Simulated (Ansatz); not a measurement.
# Zr (hcp type): how the settings move a relaxation

Question: which choices in the input matter for Zr (hcp type)?

Method: reference: DFT, LDA, PAW with Ansatz's default frozen-core files, scalar-relativistic, in Ansatz 0.2.0.

1 further run of the same task is left out (it didn't finish). Runs told in other sessions of the task aren't counted.

### 1 The system as given

It takes space group P6_3/mmc (No. 194, hexagonal). Conventional cell: a = 2.315 Å, b = 2.315 Å, c = 3.755 Å, α = 90.00°, β = 90.00°, γ = 120.00°. Around Zr (site symmetry -6m2) lie 12 Zr at 2.30 to 2.32 Å.

Coordinates:

```
Zr
1.0
     2.31545    0.00000    0.00000
    -1.15772    2.00524    0.00000
     0.00000    0.00000    3.75509
Zr
2
Direct
  0.33333 0.66667 0.25000
  0.66667 0.33333 0.75000
```

### 2 Reference

The input, input.yaml:

```yaml
crystal:
  lattice:
    - [2.3154475598, 0.0, 0.0]
    - [-1.1577237799, 2.0052364079, 0.0]
    - [0.0, 0.0, 3.7550878579]
  atoms:
    - { symbol: Zr, position: [0.3333333333, 0.6666666667, 0.25] }
    - { symbol: Zr, position: [0.6666666667, 0.3333333333, 0.75] }
kpoints:
  mp_grid: { grid: [14, 14, 8] }
scf:
  occupations: { method: fermi_dirac, width: 0.1 }
hamiltonian:
  xc: lda
  pseudopotentials: { kind: paw }
output:
  forces: true
  stress: true
relax:
  f_tol: 0.005
  max_steps: 30
  cell: { stress_tol: 0.75, fix: [volume] }
```

The run is started by

```sh
$ ansatz run input.yaml --threads 1 --pin off --max-ram 2048MiB --backend cpu --events-out ev --progress --plain --runs-dir out
```

### 3 Variant: occupations.method tetrahedron_uncorrected, ecutrho_ratio 4, ecutwfc 800 eV, width left out

Changes to input.yaml since step 2:

```diff
@@ -11,3 +11,3 @@
 scf:
-  occupations: { method: fermi_dirac, width: 0.1 }
+  occupations: { method: tetrahedron_uncorrected }
 hamiltonian:
@@ -22 +22,4 @@
   cell: { stress_tol: 0.75, fix: [volume] }
+basis:
+  ecutrho_ratio: 4
+  ecutwfc: "800 eV"
```

Before running it: what results should come out? Wanted: for each run, ending; energy change; pressure; gap; force.

The runs gave:

```csv
run,ending,energy change,pressure (GPa),gap (eV),force (eV/Å),cycles,time
reference,converged,0,455.6,0.00,0.00,25,9.4 s
"1: occupations.method tetrahedron_uncorrected, ecutrho_ratio 4, ecutwfc 800 eV, width left out",converged,+38.4 meV/atom (σ→0),458.3,0.00,0.00,17,18 s
```

Changing the smearing and cutoff moves the energy by +38.4 meV/atom (σ→0 values), and the pressure goes from 455.6 to 458.3 GPa. More than one kind of setting changed, and this run alone doesn't tell their shares apart. Cost: 17 SCF cycles against 25, 18 s against 9.4 s. The structure is not at rest: the sound run finds 456 GPa, so these are no properties of the relaxed crystal. 
